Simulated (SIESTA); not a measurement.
The system is Co3W.

```
CELL_PARAMETERS angstrom
5.12000 0.00000 0.00000
-2.56000 4.43405 0.00000
0.00000 0.00000 4.12000
ATOMIC_POSITIONS crystal
W 0.66667 0.33333 0.75000
W 0.33333 0.66667 0.25000
Co 0.66600 0.83300 0.75000
Co 0.83300 0.16700 0.25000
Co 0.16700 0.33400 0.75000
Co 0.33400 0.16700 0.25000
Co 0.16700 0.83300 0.75000
Co 0.83300 0.66600 0.25000
```

* Program: SIESTA 5.4.2
* Task: single point
* Functional: PBEsol
* Potentials or basis: PseudoDojo 0.4 standard (PBEsol files)
* Basis: DZP (energy shift 0.003 Ry; two zetas on semicore shells)
* Grid cutoff: 800 Ry
* Energy shift: 0.003 Ry
* k mesh: 6 × 6 × 7
* Occupations: fermi-dirac, width 0.05 eV
* Spin: collinear spin, ferromagnetic start
* Starting moments: [0.0, 0.0, 2.0, 2.0, 2.0, 2.0, 2.0, 2.0] μB

On this cell: pressure -10.1 GPa; largest force 0.855 eV/Å; net moment 1.79 μB per cell; site moments W -0.21; Co +0.37 μB; band gap on the k mesh none (metal or under the smearing width).

The same run follows on a disturbed copy (atoms moved at random, drawn with an rms of 0.05 Å):

```
CELL_PARAMETERS angstrom
5.12000 0.00000 0.00000
-2.56000 4.43405 0.00000
0.00000 0.00000 4.12000
ATOMIC_POSITIONS crystal
W 0.66065 0.31827 0.76121
W 0.32881 0.65966 0.25156
Co 0.66631 0.83508 0.74856
Co 0.84490 0.17960 0.26113
Co 0.15184 0.32499 0.75546
Co 0.34046 0.17257 0.25386
Co 0.16240 0.83020 0.74482
Co 0.85056 0.67583 0.25510
```

What changes?

The energy (extrapolated to zero smearing) moves by +15.1 meV/atom; pressure -9.5 GPa; largest force 1.393 eV/Å; net moment 1.78 μB per cell; site moments W -0.21; Co +0.33, +0.37, +0.39, +0.31, +0.42 μB; band gap on the k mesh none (metal or under the smearing width).

Forces in eV/Å, atoms in the order of the input:
```
W   -0.326  0.998 -0.227
W    0.490  0.658 -0.085
Co   0.797 -0.078  0.248
Co   0.368 -1.313 -0.284
Co   0.827 -0.401 -0.005
Co  -0.798 -0.645  0.068
Co  -0.515  0.430  0.431
Co  -0.847  0.359 -0.141
```

Stress tensor (GPa, compression positive):
```
 -8.02   0.61   0.00
  0.61  -9.51   0.24
  0.00   0.24 -10.94
```

Caveats: short orbitals over semicore shells can move pressures by several GPa; the basis of atomic orbitals isn't converged, which shifts pressures, moduli and gaps.
